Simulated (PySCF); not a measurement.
# LuH2⁺: changing the method

Aim: see what other levels and later steps give for LuH2⁺.

Method: each script names its method and basis; program: PySCF 2.14.0.

2 further runs of the same task are left out: 2 that didn't finish.

### Step 1. The system as given

LuH2⁺: 3 atoms, charge 1, spin multiplicity 1.

Bond lengths: Lu1–H2 1.847 Å, Lu1–H3 1.847 Å. Angles: H2–Lu1–H3 104.8°.

As a file:

```xyz
3

Lu   -0.0127   -0.0014    0.0000
H     1.1066    0.1239    1.4634
H     1.1066    0.1239   -1.4634
```

### Step 2. The base run

input.py reads:

```python
from pyscf import gto, scf

mol = gto.M(
    atom='Lu -0.0127 -0.0014 0; H 1.1066 0.1239 1.4634; H 1.1066 0.1239 -1.4634',
    basis='jorge-dzp-dkh',
    charge=1,
    spin=0,
    verbose=4,
)
mf = scf.RHF(mol)
mf = mf.sfx2c1e()
mf.level_shift = 0.3
mf = mf.newton()
mf.kernel()
mf.dip_moment()
print('orbital energies (hartree):', mf.mo_energy[..., max(0, mol.nelec[1]-3):mol.nelec[0]+3].round(4))
```

The run is started by

```bash
> OMP_NUM_THREADS=1 python input.py
```

### Step 3. Revtpss (RKS)

Variant 1 changes functional: none (Hartree–Fock) → revtpss; SCF type: RHF → RKS; step after the SCF: none → analyze.

input.py reads:

```python
from pyscf import gto, dft

mol = gto.M(
    atom='Lu -0.0127 -0.0014 0; H 1.1066 0.1239 1.4634; H 1.1066 0.1239 -1.4634',
    basis='jorge-dzp-dkh',
    charge=1,
    spin=0,
    verbose=4,
)
mf = dft.RKS(mol, xc='revtpss')
mf = mf.sfx2c1e()
mf.level_shift = 0.3
mf = mf.newton()
mf.kernel()
mf.analyze()
print('orbital energies (hartree):', mf.mo_energy[..., max(0, mol.nelec[1]-3):mol.nelec[0]+3].round(4))
```

### Step 4. Population analysis

Variant 2 changes step after the SCF: none → analyze.

Changes to input.py since step 2:

```diff
@@ -14,3 +14,3 @@
 mf.kernel()
-mf.dip_moment()
+mf.analyze()
 print('orbital energies (hartree):', mf.mo_energy[..., max(0, mol.nelec[1]-3):mol.nelec[0]+3].round(4))
```

### Step 5. Lc_wpbe (RKS)

Variant 3 changes functional: none (Hartree–Fock) → lc_wpbe; SCF type: RHF → RKS; step after the SCF: none → analyze.

input.py reads:

```python
from pyscf import gto, dft

mol = gto.M(
    atom='Lu -0.0127 -0.0014 0; H 1.1066 0.1239 1.4634; H 1.1066 0.1239 -1.4634',
    basis='jorge-dzp-dkh',
    charge=1,
    spin=0,
    verbose=4,
)
mf = dft.RKS(mol, xc='lc_wpbe')
mf = mf.sfx2c1e()
mf.level_shift = 0.3
mf = mf.newton()
mf.kernel()
mf.analyze()
print('orbital energies (hartree):', mf.mo_energy[..., max(0, mol.nelec[1]-3):mol.nelec[0]+3].round(4))
```

### Step 6. ROHF

Variant 4 changes SCF type: RHF → ROHF.

Changes to input.py since step 2:

```diff
@@ -9,3 +9,3 @@
 )
-mf = scf.RHF(mol)
+mf = scf.ROHF(mol)
 mf = mf.sfx2c1e()
```

Q: Predict the outcome of this session. Wanted: for each run, E(SCF); from base; gap.

**Answer**, as computed:

```
                run  E(SCF) (hartree)  from base (eV)   cycles  gap (eV)
               base     -14524.212739               0  3 macro     10.60
      revtpss (RKS)     -14527.516330  not comparable  4 macro      3.67
population analysis     -14524.212739          0.0000  3 macro     10.60
      lc_wpbe (RKS)     -14529.265766  not comparable  4 macro      9.96
               ROHF     -14524.212739          0.0000  3 macro       n/a
```

**Reading.** With ROHF the SCF ends at the base energy. A lower total energy from another functional means nothing by itself. The dearest run is “lc_wpbe (RKS)”, at 39 s against 2.8 s.
